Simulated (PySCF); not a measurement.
**C6H7F3: electronic excitations**

What electronic excitations should C6H7F3 (`F[C@H]1[C@@]2(F)CC[C@]1(F)C2`) show?

Computed with PySCF 2.14.0, with density-fitted response routines of our own, on a single molecule in the gas phase. Atoms count from 0, in the outputs and in this text.

### 1 The starting structure

16 atoms, charge 0, multiplicity 1; geometry from: GFN2-xTB.

Bonds of the start (Å): F0–C1 1.36, C1–C2 1.54, C2–F3 1.36, C2–C4 1.53, C4–C5 1.55, C5–C6 1.53, C6–F7 1.36, C6–C8 1.54, C6–C1 1.54, C8–C2 1.54, C1–H9 1.09, C4–H10 1.09, C4–H11 1.09, C5–H12 1.09, C5–H13 1.09, C8–H14 1.09, C8–H15 1.09.

### 2 TDDFT and polarisability: CAM-B3LYP/def2-SVPD

Job settings and geometry (Å):

```
{"job": {"kind": "uv", "xc": "CAM-B3LYP", "basis": "def2-SVPD", "nstates": 8, "ntriplets": 3}, "charge": 0, "multiplicity": 1}
F      1.754197     0.461651    -1.353575
C      0.475225     0.782133    -1.003829
C     -0.532579    -0.369823    -0.848155
F     -1.173428    -0.883042    -1.929017
C      0.216572    -1.354693     0.053019
C      0.753390    -0.345977     1.094128
C      0.160519     0.931657     0.494664
F      0.412926     2.096706     1.143643
C     -1.282221     0.524853     0.152610
H      0.148861     1.607678    -1.635163
H      1.011840    -1.862710    -0.489238
H     -0.456198    -2.096196     0.479236
H      1.840699    -0.305182     1.118900
H      0.379139    -0.524903     2.100158
H     -1.858335     1.316172    -0.317247
H     -1.858206     0.030621     0.928454
```

Level: TDDFT CAM-B3LYP/def2-SVPD, vertical, gas phase, core orbitals frozen in the response.

Started as:

```console
$ OMP_NUM_THREADS=1 python probes_run.py task.json out
```

The driver reads the jobs from task.json and runs them one after another.

What will the session give for the following? lowest singlet (CAM-B3LYP/def2-SVPD); brightest single state of those computed; lowest triplet. Wanted: lowest singlet; brightest single state of those computed; lowest triplet.

**Answer**, as computed:

```
                                quantity                        value
    lowest singlet (CAM-B3LYP/def2-SVPD)  8.59 eV (144 nm), f = 0.000
brightest single state of those computed  state 4, 9.08 eV, f = 0.010
                          lowest triplet                      8.45 eV
```

In words: The lowest singlet, at 8.59 eV, is HOMO→LUMO 0.83 and is dark; of the 8 states computed, the strongest absorption comes from state 4 at 9.08 eV. The lowest triplet lies 0.14 eV below the lowest singlet (triplets in Tamm-Dancoff, singlets in full TDDFT).
